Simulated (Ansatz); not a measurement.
# CaH12O6 (+2): geometry at several levels

The task here is to estimate one member of a computed series from the others.

Program: Ansatz 0.2.0. Level of theory: the levels named in each step. These are calculated values, not measurements.

## Starting point

Bond lengths (14 of 18 bonds, heavy atoms first): O1–Ca7 2.135 Å, O2–Ca7 2.134 Å, O3–Ca7 2.133 Å, O4–Ca7 2.134 Å, O5–Ca7 2.135 Å, O6–Ca7 2.136 Å, O1–H8 0.966 Å, O1–H9 0.966 Å, O2–H10 0.966 Å, O2–H11 0.965 Å, O3–H12 0.966 Å, O3–H13 0.966 Å, O4–H14 0.966 Å, O4–H15 0.966 Å. Angles (14 of 33 angles, heavy atoms first): O1–Ca7–O2 179.4°, O1–Ca7–O3 89.9°, O1–Ca7–O4 89.8°, O1–Ca7–O5 91.0°, O1–Ca7–O6 90.3°, O2–Ca7–O3 89.6°, O2–Ca7–O4 90.2°, O2–Ca7–O5 89.6°, O2–Ca7–O6 89.8°, O3–Ca7–O4 90.5°, O3–Ca7–O5 179.1°, O3–Ca7–O6 89.2°, O4–Ca7–O5 89.7°, O4–Ca7–O6 179.7°.

As a file:

```xyz
19

O     1.2638    0.2439    1.7086
O    -1.2625   -0.2547   -1.6962
O    -0.3037   -2.0411    0.5226
O    -1.6841    0.5736    1.1806
O     0.2948    2.0465   -0.5474
O     1.6867   -0.5774   -1.1738
Ca    0.0022    0.0046    0.0029
H     1.7641    1.0311    1.9583
H     1.4521   -0.4128    2.3912
H    -1.5503    0.4248   -2.3191
H    -1.6598   -1.0785   -2.0055
H    -1.0190   -2.4197    1.0492
H     0.2644   -2.7833    0.2799
H    -1.6876    0.8152    2.1155
H    -2.6036    0.6317    0.8916
H    -0.2429    2.7973   -0.2658
H     0.9795    2.4156   -1.1195
H     2.6034   -0.6661   -0.8837
H     1.6894   -0.7874   -2.1163
```

The first run:

input.yaml

```yaml
crystal:
  periodic: [false, false, false]
  atoms:
    - { symbol: O, position_ang: [1.2638, 0.24386, 1.70863] }
    - { symbol: O, position_ang: [-1.26252, -0.25474, -1.69624] }
    - { symbol: O, position_ang: [-0.30367, -2.04114, 0.52264] }
    - { symbol: O, position_ang: [-1.68412, 0.57358, 1.18059] }
    - { symbol: O, position_ang: [0.29481, 2.04645, -0.54745] }
    - { symbol: O, position_ang: [1.68674, -0.5774, -1.17383] }
    - { symbol: Ca, position_ang: [0.00224, 0.00456, 0.00287] }
    - { symbol: H, position_ang: [1.76406, 1.03114, 1.95827] }
    - { symbol: H, position_ang: [1.45205, -0.41277, 2.39125] }
    - { symbol: H, position_ang: [-1.55034, 0.42477, -2.31909] }
    - { symbol: H, position_ang: [-1.65978, -1.07849, -2.00554] }
    - { symbol: H, position_ang: [-1.01901, -2.41966, 1.04916] }
    - { symbol: H, position_ang: [0.26439, -2.78329, 0.27993] }
    - { symbol: H, position_ang: [-1.68758, 0.81518, 2.11554] }
    - { symbol: H, position_ang: [-2.60359, 0.63171, 0.89156] }
    - { symbol: H, position_ang: [-0.24287, 2.79734, -0.26577] }
    - { symbol: H, position_ang: [0.97953, 2.41561, -1.11951] }
    - { symbol: H, position_ang: [2.60339, -0.66608, -0.88371] }
    - { symbol: H, position_ang: [1.68938, -0.78742, -2.11628] }
total_charge: 2
basis:
  gaussian: { orbitals: def2-SVP }
hamiltonian:
  xc: pbe
  dispersion: d4
relax:
  f_tol: 0.03
  max_steps: 200
```

Command:

```console
ansatz run input.yaml --threads 4 --pin off --max-ram 10240MiB --backend cpu --events-out ev --progress --plain --runs-dir out
```

Steps of the session up to this table: A rough first relaxation, PBE-D4/def2-SVP; Relaxation, HF/STO-3G; Relaxation, HF/def2-SVP; Relaxation, LDA/def2-SVP; Relaxation, PBE-D4/def2-SVP.

One table of the session follows, with a row left open; its other results are not shown here.

It belongs to the step «Geometries side by side». 

```
          level  O1–Ca7 (Å)  O2–Ca7 (Å)  O3–Ca7 (Å)
      HF/STO-3G      2.3119      2.3119      2.3119
    HF/def2-SVP           ?           ?           ?
   LDA/def2-SVP      2.3020      2.3019      2.3020
PBE-D4/def2-SVP      2.3667      2.3671      2.3669
```

Q: Estimate the row for HF/def2-SVP from the others.

The run gave: O1–Ca7 (Å): 2.4177; O2–Ca7 (Å): 2.4175; O3–Ca7 (Å): 2.4177. In the column «O1–Ca7 (Å)» it is the highest.
